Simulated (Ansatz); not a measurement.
# GaNH2 (triplet): from Hartree-Fock to the top rungs, cc-pVTZ

The task here is to estimate one member of a computed series from the others.

Program: Ansatz 0.2.0, Gaussian basis. Level of theory: cc-pVTZ, core rule «outside noble gas», up to 15 orbitals frozen. These are calculated values, not measurements.

To be run: UHF; CCSD(T) on ROHF; CCSD(T) on UHF; BCCD(T) on ROHF; CCSDT(Q) on ROHF; CCSDT(Q) on UHF.

13 further runs of the same task are left out: 8 for a known fault of the program, 5 set aside as unsound or not needed.

## The system

The geometry is a PBE0/def2-TZVP stationary point (not a proven minimum). No spin-orbit coupling is included. The filled d shell of Ga may be among the frozen orbitals whatever the setting's name suggests; the logs give the count.

4 atoms, charge 0, spin multiplicity 3.

Atoms are counted from 1 here; the program's logs count them from 0.

Bond lengths: N1–Ga2 1.886 Å, N1–H3 1.014 Å, N1–H4 1.014 Å. Angles: Ga2–N1–H3 111.5°, Ga2–N1–H4 111.5°, H3–N1–H4 109.1°.

Set-up of the first run:

The input, in.yaml:

```yaml
crystal:
  periodic: [false, false, false]
  atoms:
    - {symbol: N, position_ang: [-0.104201, 0.000000, 1.521268]}
    - {symbol: Ga, position_ang: [0.011438, 0.000000, -0.361116]}
    - {symbol: H, position_ang: [0.328389, -0.826162, 1.919816]}
    - {symbol: H, position_ang: [0.328389, 0.826162, 1.919816]}
basis:
  gaussian: {orbitals: cc-pVTZ}
magnetization: {spin_polarized: true, initial_magnetization: 2}
hamiltonian: {xc: hf}
output: {orbitals: {seedname: orbitals}}
```

The run is started by

```sh
$ ansatz run in.yaml --threads 1 --pin off --events-out ev --progress --plain --max-ram 4096MiB --backend cpu
```

Steps of the session up to this table: UHF; CCSD(T) on ROHF; CCSD(T) on UHF; BCCD(T) on ROHF; CCSDT(Q) on ROHF; CCSDT(Q) on UHF.

One of the session's tables, all rows but one given; the rest of the session is left out.

```
   method  from RCCSDT(Q) (kJ/mol)
     ROHF                   +746.2
      UHF                   +738.8
     RMP2                        ?
     UMP2                    +64.7
    RCCSD                    +33.4
    UCCSD                    +31.1
 RCCSD(T)                     +3.0
 UCCSD(T)                     +1.3
  BCCD(T)                     +3.1
   RCCSDT                     +1.8
   UCCSDT                      0.0
RCCSDT(Q)                        0
UCCSDT(Q)                     -2.0
```

Q: Estimate the row for RMP2 from the others.

As computed: from RCCSDT(Q) (kJ/mol): +66.1. In the column «from RCCSDT(Q) (kJ/mol)» it lies between UMP2 (+64.7) and UHF (+738.8).

With the free atoms at the same levels and basis (separate runs), the atomisation energy is 8.592 eV at RCCSDT(Q), 8.579 eV at RCCSD(T), 8.589 eV at UCCSD(T), 5.438 eV at ROHF.

Limits of these values: Restricted and unrestricted rows rest on different reference determinants; where their highest levels disagree by more than a few hundredths of an eV, they describe different states and don't form one ladder.
